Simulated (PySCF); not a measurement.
# C₃H₈OSeSi: electronic excitations

Aim: predict the electronic excitations of C₃H₈OSeSi (`O=CCC[Se][SiH3]`).

Computed with PySCF 2.14.0, with density-fitted response routines of our own, on a single molecule in the gas phase. Atoms count from 0, in the outputs and in this text.

**1. The molecule as given**

14 atoms, charge 0, multiplicity 1; geometry from: GFN2-xTB.

Bonds of the start (Å): O0–C1 1.20, C1–C2 1.50, C2–C3 1.52, C3–Se4 1.98, Se4–Si5 2.28, C1–H6 1.11, C2–H7 1.09, C2–H8 1.09, C3–H9 1.09, C3–H10 1.09, Si5–H11 1.46, Si5–H12 1.46, Si5–H13 1.45.

**2. TDDFT and polarisability: PBE0/def2-SVPD**

The job: settings as JSON, then the geometry in Å.

```
{"job": {"kind": "uv", "xc": "PBE0", "basis": "def2-SVPD", "nstates": 8, "ntriplets": 3}, "charge": 0, "multiplicity": 1}
O     -2.552225    -1.214616    -0.836519
C     -2.375461    -0.157173    -0.304097
C     -1.193357     0.213074     0.546509
C     -0.217523    -0.937433     0.711342
Se     1.335394    -0.446792     1.829927
Si     2.555939     0.664644     0.262158
H     -3.108061     0.669075    -0.407558
H     -1.566611     0.543585     1.520565
H     -0.709429     1.078336     0.082892
H     -0.698699    -1.778399     1.211971
H      0.161319    -1.275538    -0.253643
H      1.809737     1.838209    -0.195283
H      2.780353    -0.239674    -0.862244
H      3.777946     1.042230     0.951839
```

Method: TDDFT PBE0/def2-SVPD, vertical, gas phase, core orbitals frozen in the response.

Started as:

```sh
$ OMP_NUM_THREADS=1 python probes_run.py task.json out
```

This one command runs all jobs of the session in turn.

Predict these results of the whole session: lowest singlet (PBE0/def2-SVPD); brightest single state of those computed; lowest triplet; surface potential, 1st and 99th percentile.

The runs gave:

| quantity | value |
| --- | --- |
| lowest singlet (PBE0/def2-SVPD) | 4.28 eV (290 nm), f = 0.001 |
| brightest single state of those computed | state 8, 6.57 eV, f = 0.018 |
| lowest triplet | 3.69 eV |
| surface potential, 1st and 99th percentile | -1.43 V and 1.26 V |

**Reading.** The lowest singlet, at 4.28 eV, is HOMO−1→LUMO 0.60, HOMO→LUMO 0.38 and is dark; of the 8 states computed, the strongest absorption comes from state 8 at 6.57 eV (the last computed, so partners may be missing). The lowest triplet lies 0.59 eV below the lowest singlet (triplets in Tamm-Dancoff, singlets in full TDDFT). At PBE0/def2-SVPD, counted by nearest atom on the grid, the HOMO lies on Se4 76 %, the LUMO on C1 43 %; O0 31 %.
